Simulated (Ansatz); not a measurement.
The system is CsLiCr2Te2S3.

```
Cs Li Cr Te S
1.0
     3.60358    0.00000    0.00000
    -1.80179    3.12079    0.00000
     0.00000    0.00000   19.06651
Cs Li Cr Te S
1 1 2 2 3
Direct
  0.00000 0.00000 0.37399
  0.66667 0.33333 0.01607
  0.00000 0.00000 0.86637
  0.33333 0.66667 0.16833
  0.33333 0.66667 0.53891
  0.66667 0.33333 0.77276
  0.00000 0.00000 0.10030
  0.33333 0.66667 0.92920
  0.66667 0.33333 0.23408
```

The cell was built by a generator and needn't be a form met in nature.

- Program: Ansatz 0.2.0
- Task: relaxation of cell and atoms
- Functional: r2SCAN
- Dispersion: rVV10
- Potentials or basis: Ansatz PAW
- Cutoff: 500 eV (not typed: the program's choice for these potentials)
- k mesh: 6 × 6 × 1
- Occupations: fermi-dirac, width 0.05 eV
- Spin: collinear spin, ferromagnetic start
- Starting moments: [0.0, 0.0, 3.0, 3.0, 0.0, 0.0, 0.0, 0.0, 0.0] μB

At the start: volume 23.82 Å³/atom.

Question: Where does the relaxation end?

Answer: It ends after 6 steps and the volume is 22.60 Å³/atom (-5.1 %); space group P3m1 (No. 156, to 0.05 Å); moment 5.99 μB per cell.

The path:
```
step  energy change (eV)  largest force (eV/Å)  volume (Å³)
   1              0.0000                0.2872       214.42
   2             -0.0502                0.1355       205.98
   3             -0.0632                0.0843       201.31
   4             -0.0674                0.0361       203.71
   5             -0.0679                0.0099       203.39
   6             -0.0662                0.0097       203.39
```

Final structure:
```cif
data_structure
_symmetry_space_group_name_H-M 'P 1'
_symmetry_Int_Tables_number 1
_cell_length_a 3.5780
_cell_length_b 3.5780
_cell_length_c 18.3445
_cell_angle_alpha 90.000
_cell_angle_beta 90.000
_cell_angle_gamma 120.000
_cell_volume 203.39
loop_
_atom_site_label
_atom_site_type_symbol
_atom_site_fract_x
_atom_site_fract_y
_atom_site_fract_z
_atom_site_occupancy
Cs1 Cs 0.00000 0.00000 0.38353 1
Li1 Li 0.66667 0.33333 0.01210 1
Cr1 Cr 0.00000 0.00000 0.85585 1
Cr2 Cr 0.33333 0.66667 0.17098 1
Te1 Te 0.33333 0.66667 0.55505 1
Te2 Te 0.66667 0.33333 0.75823 1
S1 S 0.00000 0.00000 0.09993 1
S2 S 0.33333 0.66667 0.92390 1
S3 S 0.66667 0.33333 0.24043 1
```

Caveat: the magnetic or orbital state may not be the lowest; the plane-wave basis is chosen anew once the cell has moved, so the energies of steps on either side of that aren't comparable; only a ferromagnetic start was run, and an antiferromagnetic order may lie lower in energy; the PAW data sets come from PBE, with cores solved anew for the run's functional, which leaves a small shift of forces and pressure.
